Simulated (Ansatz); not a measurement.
# SrAl4Bi: the cost of one run

Program: Ansatz 0.2.0. Level of theory: DFT PBE, scalar-relativistic, plane waves, PAW. These are calculated values, not measurements.

The COD entry's cell or inner coordinates are ideal or old and differ from later refinements, so a difference from it is no clean test against experiment.

## Step 1: The structure to begin with

Symmetry: F-43m, No. 216, cubic system. Conventional cell: a = 7.756 Å, b = 7.756 Å, c = 7.756 Å, α = 90.00°, β = 90.00°, γ = 90.00°. Sr (site symmetry -43m) has 12 Al at 3.22 Å and 4 Bi at 3.36 Å in its first shell of neighbours. Al (site symmetry 3m) is surrounded by 6 Al at 2.74 Å and 3 Sr at 3.22 Å and 3 Bi at 3.22 Å. Around Bi (site symmetry -43m) lie 12 Al at 3.22 Å and 4 Sr at 3.36 Å.

Coordinates:

```
CELL_PARAMETERS angstrom
0.00000 3.87777 3.87777
3.87777 0.00000 3.87777
3.87777 3.87777 0.00000
ATOMIC_POSITIONS crystal
Sr 0.00000 0.00000 0.00000
Al 0.37500 0.87500 0.37500
Al 0.37500 0.37500 0.87500
Al 0.37500 0.37500 0.37500
Al 0.87500 0.37500 0.37500
Bi 0.75000 0.75000 0.75000
```

This is candidate A: MgInCu4 type (F-43m, No. 216).

(A quick probe on a coarse mesh, which set the mesh and smearing, is not shown.)

## Step 3: A loose first relaxation (candidate A)

input.yaml

```yaml
crystal:
  lattice:
    - [0.0, 3.877766955, 3.877766955]
    - [3.877766955, 0.0, 3.877766955]
    - [3.877766955, 3.877766955, 0.0]
  atoms:
    - { symbol: Sr, position: [0.0, 0.0, 0.0] }
    - { symbol: Al, position: [0.375, 0.875, 0.375] }
    - { symbol: Al, position: [0.375, 0.375, 0.875] }
    - { symbol: Al, position: [0.375, 0.375, 0.375] }
    - { symbol: Al, position: [0.875, 0.375, 0.375] }
    - { symbol: Bi, position: [0.75, 0.75, 0.75] }
basis:
  ecutwfc: 420
kpoints:
  mp_grid: { grid: [4, 4, 4] }
hamiltonian:
  xc: pbe
scf:
  occupations: { method: gaussian, width: 0.1 }
  lower_state_search: "off"
output:
  forces: true
  stress: true
  eigenvalues: true
relax:
  adjacent_minimum: "off"
  f_tol: 0.04
  max_steps: 70
  cell: { stress_tol: 0.4 }
```

On the command line:

```sh
$ ansatz run input.yaml --threads 1 --pin off --max-ram 2560MiB --backend cpu --events-out ev --progress --plain --runs-dir out
```

**Question.** How long does this run take on 1 thread of Intel Xeon Platinum 8488C (Sapphire Rapids), shared host, and how much memory does it need?

About 8.3 s, with a peak of 0.39 GiB.
